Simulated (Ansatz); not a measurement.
# MnF2: the cost of one run

Computed with Ansatz 0.2.0 (DFT PBE+U (U_eff = 3.9 eV on Mn 3d), scalar-relativistic, plane waves, PAW, unless a step's input says otherwise).

## (1) Starting point

It takes space group P4_2/mnm (No. 136, tetragonal). The conventional cell has a = 4.984 Å, b = 4.984 Å, c = 3.365 Å, α = 90.00°, β = 90.00°, γ = 90.00°. Mn (site symmetry mmm) has 6 F at 2.15 to 2.17 Å as nearest neighbours. Around F (site symmetry m2m) lie 3 Mn at 2.15 to 2.17 Å.

As a file:

```cif
data_structure
_symmetry_space_group_name_H-M 'P 1'
_symmetry_Int_Tables_number 1
_cell_length_a 4.9841
_cell_length_b 4.9841
_cell_length_c 3.3654
_cell_angle_alpha 90.000
_cell_angle_beta 90.000
_cell_angle_gamma 90.000
_cell_volume 83.60
loop_
_atom_site_label
_atom_site_type_symbol
_atom_site_fract_x
_atom_site_fract_y
_atom_site_fract_z
_atom_site_occupancy
Mn1 Mn 0.00000 0.00000 0.00000 1
Mn2 Mn 0.50000 0.50000 0.50000 1
F1 F 0.30536 0.30536 0.00000 1
F2 F 0.19464 0.80536 0.50000 1
F3 F 0.69464 0.69464 0.00000 1
F4 F 0.80536 0.19464 0.50000 1
```

This cell comes from an earlier session at PBE+U (U_eff = 3.9 eV on Mn 3d): 13.933 Å³/atom at 0.01 GPa, on a 4×4×6 mesh.

## (2) Coarse mesh, to find the state of the open shells

The input, input.yaml:

```yaml
crystal:
  lattice:
    - [4.9840532637, 0.0, 0.0]
    - [0.0, 4.9840532637, 0.0]
    - [0.0, 0.0, 3.3653698065]
  atoms:
    - { symbol: Mn, position: [0.0, 0.0, 0.0], spin: 5.0 }
    - { symbol: Mn, position: [0.5, 0.5, 0.5], spin: -5.0 }
    - { symbol: F, position: [0.3053591859, 0.3053591859, 0.0] }
    - { symbol: F, position: [0.1946408141, 0.8053591859, 0.5] }
    - { symbol: F, position: [0.6946408141, 0.6946408141, 0.0] }
    - { symbol: F, position: [0.8053591859, 0.1946408141, 0.5] }
basis:
  ecutwfc: 420
  ecutrho_ratio: 4
kpoints:
  mp_grid: { grid: [3, 3, 4] }
hamiltonian:
  xc: pbe
  hubbard: { sites: [{ species: Mn, l: d, u_eff: 3.9 }] }
scf:
  occupations: { method: gaussian, width: 0.05 }
output:
  forces: true
  stress: true
  eigenvalues: true
  populations: true
  hubbard: { sites: [{ species: Mn, l: d }] }
magnetization:
  spin_polarized: true
```

Launch:

```bash
$ ansatz run input.yaml --threads 4 --pin off --max-ram 10240MiB --backend cpu --events-out ev --progress --plain --runs-dir out
```

Q: Estimate wall time and peak memory on 4 threads of AMD EPYC 7R43 (Zen 3), shared host.

About 2.8 s, with a peak of 0.51 GiB.
